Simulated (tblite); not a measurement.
# C5H10BFSi: the cost of one run

Computed with tblite 0.8.0 and PySCF 2.14.0, with density-fitted response routines of our own, on a single molecule in the gas phase. Atoms are numbered from 0 throughout.

### Step 1. The molecule as given

18 atoms, charge 0, multiplicity 1; geometry from: force field or distance geometry start.

Bonds of the start (Å): B0–Si1 1.93, Si1–C2 1.85, C2–C3 1.35, C3–C4 1.48, C4–C5 1.35, C4–C6 1.50, C6–F7 1.38, B0–H8 1.18, B0–H9 1.19, Si1–H10 1.48, Si1–H11 1.46, C2–H12 1.07, C3–H13 1.08, C5–H14 1.08, C5–H15 1.07, C6–H16 1.11, C6–H17 1.11.

### Step 2. Relaxing the molecule with GFN2-xTB

Job settings and geometry (Å):

```
{"job": {"kind": "relax", "xc": "GFN2-xTB", "basis": "xTB"}, "charge": 0, "multiplicity": 1}
B     -2.986600    -0.576800     1.483300
Si    -1.465000     0.447200     2.086100
C      0.000000     0.085900     1.015400
C     -0.034500     0.401500    -0.297400
C      1.098500     0.128500    -1.204100
C      0.930200     0.358200    -2.521300
C      2.411500    -0.421500    -0.717500
F      2.259800    -1.750900    -0.369700
H     -3.402900    -0.418600     0.390300
H     -3.508500    -1.364000     2.204900
H     -1.145100     0.051300     3.475700
H     -1.772700     1.876300     2.051300
H      0.846400    -0.374100     1.481800
H     -0.926700     0.847600    -0.698600
H     -0.003300     0.752500    -2.904800
H      1.727800     0.164000    -3.214900
H      3.210300    -0.342200    -1.479600
H      2.752100     0.141200     0.174200
```

Run with:

```bash
$ OMP_NUM_THREADS=1 python probes_run.py task.json out
```

One launch serves the whole session: the jobs run in the order shown.

Q: Estimate the wall time and peak memory of this first job on 1 thread of Arm Neoverse N1, shared host.

About 2 s, with a peak of 0.18 GiB.
